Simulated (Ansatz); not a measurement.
# InP: the cost of one run

Program: Ansatz 0.2.0, driven from Python. The levels of theory stand in the script. These are calculated values, not measurements.

The COD entry's cell or inner coordinates are ideal or old and differ from later refinements, so a difference from it is no clean test against experiment.

### 1 Starting point

The structure is cubic, space group F-43m (No. 216). Conventional cell: a = 5.861 Å, b = 5.861 Å, c = 5.861 Å, α = 90.00°, β = 90.00°, γ = 90.00°. In (site symmetry -43m) has 4 P at 2.54 Å as nearest neighbours. P (site symmetry -43m) is surrounded by 4 In at 2.54 Å.

The script reads POSCAR_inp:

```text
InP
1.0
   0.00000000    2.93050000    2.93050000
   2.93050000    0.00000000    2.93050000
   2.93050000    2.93050000    0.00000000
In P
1 1
Direct
   0.00000000    0.00000000    0.00000000
   0.25000000    0.25000000    0.25000000
```

### 2 Script

Contents of soc_inp.py:

```python
'''Levels of InP without and with spin-orbit coupling.'''

from dataclasses import dataclass

import ansatz as az
from ase.io import read


@dataclass
class Options:
    kmesh: tuple[int, ...] = (6, 6, 6)
    filling: str = 'fixed'


settings = Options()

atoms = read('POSCAR_inp', format='vasp')
structure = az.Crystal.from_ase(atoms)

calc = (
    structure.calculation()
    .functional(az.Functional.LDA)
    .basis(38 * az.Ry)
    .kpoints(mesh=settings.kmesh, center='gamma')
    .occupations(settings.filling)
    .band_table()
)
for label, variant in (('scalar-relativistic', calc), ('spin-orbit', calc.spin(soc=True))):
    report = variant.run(threads=1, backend='cpu').report
    zero = report['band_edges_ev'][0] if report.get('band_edges_ev') else report['fermi_energy_ev']
    near = [round(e - zero, 3) for e in report['eigenvalues_ev'][0] if abs(e - zero) < 4]
    print(label)
    print('  band edges (eV):', [round(e, 3) for e in report.get('band_edges_ev') or []] or 'none reported')
    print('  levels at k =', report['kpoints_frac'][0], 'within 4 eV of the zero:', near)
```

### 3 The input behind the calls

The engine receives this input (first run):

```yaml
crystal:
  lattice:
    - [0.0, 2.9305, 2.9305]
    - [2.9305, 0.0, 2.9305]
    - [2.9305, 2.9305, 0.0]
  atoms:
    - { symbol: In, position: [0.0, 0.0, 0.0] }
    - { symbol: P, position: [0.25, 0.25, 0.25] }
basis:
  ecutwfc: 517.016338673772
kpoints:
  mp_grid:
    grid: [6, 6, 6]
    shift: [0.0, 0.0, 0.0]
hamiltonian:
  xc: lda
scf:
  occupations:
    method: fixed
output:
  eigenvalues: true
```

### 4 Running it

On the command line:

```console
$ python soc_inp.py
```

What time and memory should one allow on 1 thread of Arm Neoverse N1, shared host?

About 16 s, with a peak of 0.56 GiB.
